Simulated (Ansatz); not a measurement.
# BrFH₂Si, SMILES F[SiH2]Br: the interaction energy of a dimer with the counterpoise correction

With the Ansatz DFT code, driven from Python.

Typed at the interpreter:
```pycon
>>> import ansatz as az
>>> FIRST = [
...     ("F", (-0.3088, -0.2502, 1.5966)),
...     ("Si", (0.0777, -0.085, 0.0471)),
...     ("Br", (-1.3242, 1.3094, -1.0029)),
...     ("H", (0.0845, -1.4094, -0.5961)),
...     ("H", (1.4707, 0.435, -0.0446)),
... ]
>>> SECOND = [
...     ("F", (4.1665, 1.3556, 0.8975)),
...     ("Si", (3.1824, 2.5389, 0.4401)),
...     ("Br", (2.2383, 2.0993, -1.5418)),
...     ("H", (3.9319, 3.8055, 0.398)),
...     ("H", (2.126, 2.7087, 1.4766)),
... ]
>>> def energy(atoms, ghosts=()):
...     molecule = az.Crystal.molecule()
...     for symbol, xyz in atoms:
...         molecule = molecule.atom(symbol, xyz)
...     calc = (
...         molecule.calculation()
...         .basis(gaussian="def2-SVP")
...         .correlation("MP2")
...     )
...     deck = calc.input()
...     if ghosts:
...         deck = deck.set(az.key.basis.gaussian.ghost_atoms, [{"symbol": s, "position_ang": list(xyz)} for s, xyz in ghosts])
...     return az.Session.from_dict(deck).plan().execute().report["free_energy_ev"]
...
>>> both = energy(FIRST + SECOND)
>>> alone = energy(FIRST) + energy(SECOND)
>>> ghosted = energy(FIRST, SECOND) + energy(SECOND, FIRST)
>>> print(f"dimer {both:.6f} eV")
dimer -161204.198862 eV
>>> print(f"interaction, uncorrected   {(both - alone):8.3f} eV")
interaction, uncorrected      0.335 eV
>>> print(f"interaction, counterpoise  {(both - ghosted):8.3f} eV")
interaction, counterpoise     0.456 eV
>>> print(f"basis-set superposition    {(alone - ghosted):8.3f} eV")
basis-set superposition       0.121 eV
```

Uncorrected it is 0.335 eV, with the counterpoise correction 0.456 eV; the difference, 0.121 eV, is the superposition error. In this basis both values are repulsive.

Reading the output:
- Total energies depend on the basis set; only differences at equal settings carry meaning.
- The dimer is a generated trial pose of unrelaxed monomers, not a minimum, so the figure is no binding energy, and the basis set is small.
- The whole script took 18 s on 1 thread of Intel(R) Xeon(R) Platinum 8259CL CPU @ 2.50GHz (Skylake/Cascade Lake) (shared host), peak memory 0.46 GiB.
